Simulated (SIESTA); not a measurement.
Crystal: Bi2Te3 (Tellurobismuthite).

```xyz
5
Lattice="2.1930 1.2661 10.1657 -2.1930 1.2661 10.1657 0.0000 -2.5323 10.1657" Properties=species:S:1:pos:R:3 pbc="T T T"
Bi    0.0000    0.0000   18.2982
Bi    0.0000    0.0000   12.1988
Te    0.0000    0.0000   24.1079
Te    0.0000    0.0000    6.3891
Te    0.0000    0.0000    0.0000
```

Base run:

| Quantity | Value |
| --- | --- |
| Program | SIESTA 5.4.2 |
| Functional | PBE |
| Potentials or basis | PseudoDojo 0.4 standard (PBE files) |
| Basis | TZP (energy shift 0.002 Ry) |
| Grid cutoff | 500 Ry |
| Energy shift | 0.002 Ry |
| k mesh | 7 × 7 × 7 |
| Occupations | fermi-dirac, width 0.05 eV |
| Spin | no spin polarisation |

Its results: band gap on the k mesh 0.24 eV, direct; pressure 2.9 GPa; largest force 0.170 eV/Å.

Question: After a change of settings the same cell gave: band gap on the k mesh 0.27 eV, direct; pressure -0.9 GPa; largest force 0.656 eV/Å. Which change was it?
A. basis from TZP (energy shift 0.002 Ry) to DZ (energy shift 0.002 Ry)
B. potentials or basis from PseudoDojo 0.4 standard (PBE files) to SG15 1.2 (PBE files) or PseudoDojo by element; basis from TZP (energy shift 0.002 Ry) to DZP (energy shift 0.002 Ry)
C. basis from TZP (energy shift 0.002 Ry) to SZP (energy shift 0.02 Ry); energy shift from 0.002 Ry to 0.02 Ry
D. functional from PBE to RPBE; basis from TZP (energy shift 0.002 Ry) to DZP (energy shift 0.002 Ry)

Answer: C.

Caveats: spin-orbit coupling is left out, which as a rule narrows the gap of such compounds by several tenths of an eV; the basis of atomic orbitals isn't converged, which shifts pressures, moduli and gaps; semicore shells carry a single zeta, which can move pressures by several GPa and volumes by a few percent (some runs).

Not every run made on this cell is shown here.
